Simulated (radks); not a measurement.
**Excited configurations of B**

One table from this session's results is given with a row withheld; the runs are named, their logs left out.

Method: scalar-relativistic Kohn-Sham, PBE, spin-polarised, spherical densities, finite nucleus; open shells are filled with parallel spins first. Code: radks (a radial shooting solver on a logarithmic mesh, Libxc functionals) version 1.

4 further runs of the same task are left out: 4 that didn't finish.

### The system

```
element            : boron (Z = 5)
charge             : 0
electrons          : 5
configuration      : [He] 2s2 2p1
nuclear rms radius : 2.406 fm
```

Outer shells as boxes (Hund's rule):

B
```
[He] core
2s [↑↓]
2p [↑ ][  ][  ]
```

Set-up of the first run:

Settings of this run:

```text
Z 5
configuration [He] 2s2 2p1
relativity scalar-relativistic
functional pbe,pbe
spin polarised
nucleus finite rms 2.406 fm
c 137.035999084
```

Steps of the session up to this table: Ground configuration: [He] 2s2 2p1.

One of the session's tables, all rows but one given; the rest of the session is left out.

It belongs to the step «Ground configuration: [He] 2s2 2p1». Sizes of the orbitals, from the radial functions (bohr):

```
  level     <r>  outermost maximum (interpolated)  90 % within
  1s up  0.3296                             0.210        0.593
1s down  0.3292                             0.210        0.592
  2s up       ?                                 ?            ?
2s down   1.971                              1.52         3.16
  2p up   2.255                              1.57         3.87
2p down   2.368                              1.59         4.12
```

Q: Estimate the row for 2s up from the others.

As computed: <r>: 1.939; outermost maximum (interpolated): 1.51; 90 % within: 3.09. In the column «<r>» it lies between 1s up (0.3296) and 2s down (1.971).

Caveats from the session: Open shells are spherical and high-spin; term and fine-structure splittings are not resolved.
